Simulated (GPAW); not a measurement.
The system is YCuF5.

```
Y Cu F
1.0
    -2.11615    3.47550    4.03327
     2.11615   -3.47550    4.03327
     2.11615    3.47550   -4.03327
Y Cu F
1 1 5
Direct
  0.50000 0.50000 0.00000
  0.00000 0.00000 0.00000
  0.50000 0.00000 0.50000
  0.77434 0.77434 0.00000
  0.22565 0.22565 0.00000
  0.18689 0.50000 0.68689
  0.81311 0.50000 0.31311
```

The cell comes from a database or a generator and needn't be the stable form of this composition.

Base run:

| Property | Result |
| --- | --- |
| Program | GPAW 26.7.0 |
| Functional | PBE |
| Potentials or basis | GPAW PAW data sets (gpaw-data 1.2.1) |
| Cutoff | 600 eV |
| Basis | pw |
| k mesh | 5 × 5 × 5 |
| Occupations | fermi-dirac, width 0.05 eV |
| Spin | no spin polarisation |

Its results: pressure -0.5 GPa; largest force 0.313 eV/Å.

**Question.** After a change of settings the same cell gave: pressure -1.7 GPa; largest force 0.308 eV/Å. Which change was it?
A. cutoff from 600 eV to 800 eV
B. functional from PBE to LDA; potentials or basis from GPAW PAW data sets (gpaw-data 1.2.1) to the program's PAW data sets (release 1.2.1) made for this functional; cutoff from 600 eV to 800 eV
C. functional from PBE to PBEsol; potentials or basis from GPAW PAW data sets (gpaw-data 1.2.1) to PAW data sets generated in the run's folder for this functional; cutoff from 600 eV to 800 eV
D. functional from PBE to LDA; potentials or basis from GPAW PAW data sets (gpaw-data 1.2.1) to the program's PAW data sets (release 1.2.1) made for this functional

**Answer.** A.

Caveats: with this Cu data set, volumes or pressures lay over 1.5 % or 2 GPa off other programs in two to four cells of ten; an odd number of electrons without spin polarisation forces a metal; a magnetic or distorted state may lie lower; the run has no spin polarisation, though such a crystal can be magnetic; the cutoff is short for stress and forces, so pressures can be off by a GPa or more (some runs).

Not every run made on this cell is shown here.
